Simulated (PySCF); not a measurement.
# From one method to the next for IrO2⁻ (triplet)

Aim: see what other levels and later steps give for IrO2⁻ (triplet).

The runs use PySCF 2.14.0; each script names its method and basis.

3 further runs of the same task are left out: 3 that didn't finish.

## 1. The starting structure

IrO2⁻ (triplet): 3 atoms, charge -1, spin multiplicity 3.

Bond lengths: Ir1–O2 1.818 Å, Ir1–O3 1.818 Å. Angles: O2–Ir1–O3 134.3°.

## 2. Base script

Input file input.py:

```python
from pyscf import gto, dft

mol = gto.M(
    atom='Ir 0 0 -0.1004; O 1.6756 0 0.6057; O -1.6756 0 0.6057',
    basis='lanl2dz',
    ecp={'Ir': 'lanl2dz'},
    charge=-1,
    spin=2,
    verbose=4,
)
mf = dft.UKS(mol, xc='pbesol')
mf.level_shift = 0.3
mf = mf.newton()
mf.kernel()
mf.dip_moment()
print('orbital energies (hartree):', [e[max(0, n-3):n+3].round(4) for e, n in zip(mf.mo_energy, mol.nelec)])
```

Command:

```sh
> OMP_NUM_THREADS=1 python input.py
```

## 3. NEVPT2 (ROHF)

Edit 1 changes step after the SCF: none → nevpt2; SCF type: UKS → ROHF; functional: pbesol → none (Hartree–Fock); active space: none → 6 electrons in 6 orbitals.

Input file input.py:

```python
from pyscf import gto, scf, mcscf, mrpt

mol = gto.M(
    atom='Ir 0 0 -0.1004; O 1.6756 0 0.6057; O -1.6756 0 0.6057',
    basis='lanl2dz',
    ecp={'Ir': 'lanl2dz'},
    charge=-1,
    spin=2,
    verbose=4,
)
mf = scf.ROHF(mol)
mf.level_shift = 0.3
mf = mf.newton()
mf.kernel()
mc = mcscf.CASSCF(mf, 6, 6)
mc.kernel()
mc.analyze()
mrpt.NEVPT(mc).kernel()
mf.dip_moment()
print('orbital energies (hartree):', mf.mo_energy[..., max(0, mol.nelec[1]-3):mol.nelec[0]+3].round(4))
```

## 4. Polarisability

Edit 2 changes step after the SCF: none → polarizability.

Edit input.py of step 2 so:

```diff
@@ -1,2 +1,3 @@
 from pyscf import gto, dft
+from pyscf.prop.polarizability import uhf as pol
 
@@ -14,2 +15,4 @@
 mf.kernel()
+print('polarizability (a.u.)')
+print(pol.Polarizability(mf).polarizability().round(4))
 mf.dip_moment()
```

## 5. Population analysis

Edit 3 changes step after the SCF: none → analyze.

Edit input.py of step 2 so:

```diff
@@ -14,2 +14,3 @@
 mf.kernel()
+mf.mulliken_pop()
 mf.dip_moment()
```

## 6. MP2 (UHF)

Edit 4 changes step after the SCF: none → mp2; SCF type: UKS → UHF; functional: pbesol → none (Hartree–Fock).

Edit input.py of step 2 so:

```diff
@@ -1,2 +1,2 @@
-from pyscf import gto, dft
+from pyscf import gto, scf, mp
 
@@ -10,3 +10,3 @@
 )
-mf = dft.UKS(mol, xc='pbesol')
+mf = scf.UHF(mol)
 mf.level_shift = 0.3
@@ -14,2 +14,3 @@
 mf.kernel()
+mp.MP2(mf).kernel()
 mf.dip_moment()
```

## 7. MP2 (UHF)

Edit 5 changes step after the SCF: none → mp2; SCF type: UKS → UHF; functional: pbesol → none (Hartree–Fock); frozen orbitals: none → 2.

Edit input.py of step 2 so:

```diff
@@ -1,2 +1,2 @@
-from pyscf import gto, dft
+from pyscf import gto, scf, mp
 
@@ -10,3 +10,3 @@
 )
-mf = dft.UKS(mol, xc='pbesol')
+mf = scf.UHF(mol)
 mf.level_shift = 0.3
@@ -14,2 +14,3 @@
 mf.kernel()
+mp.MP2(mf, frozen=2).kernel()
 mf.dip_moment()
```

## 8. Gradient

Edit 6 changes step after the SCF: none → gradient.

Edit input.py of step 2 so:

```diff
@@ -14,2 +14,5 @@
 mf.kernel()
+g = mf.nuc_grad_method()
+g.grid_response = True
+g.kernel()
 mf.dip_moment()
```

Q: Predict the outcome of this session. Wanted: for each run, E(SCF); from base; gap, α spin; after the SCF.

The runs gave:

| run | E(SCF) (hartree) | from base (eV) | cycles | gap, α spin (eV) | after the SCF |
| --- | --- | --- | --- | --- | --- |
| base | -254.296408 | 0 | 7 macro | -1.28 | n/a |
| NEVPT2 (ROHF) | -253.431201 | not comparable | 8 macro | n/a | NEVPT2 correlation -13.202 eV (from the SCF energy, the CASSCF gain included) |
| polarisability | -254.296408 | 0.0000 | 7 macro | -1.28 | n/a |
| population analysis | -254.296408 | 0.0000 | 7 macro | -1.28 | n/a |
| MP2 (UHF) | -253.453585 | not comparable | 8 macro | 7.24 | MP2 correlation -10.975 eV |
| MP2 (UHF) | -253.453585 | not comparable | 8 macro | 7.24 | MP2 correlation -10.932 eV, core frozen |
| gradient | -254.296408 | 0.0000 | 7 macro | -1.28 | n/a |

**Reading.** The highest filled level of this anion is positive: the basis lacks diffuse functions or the electron is not bound, so these numbers hang on the basis.
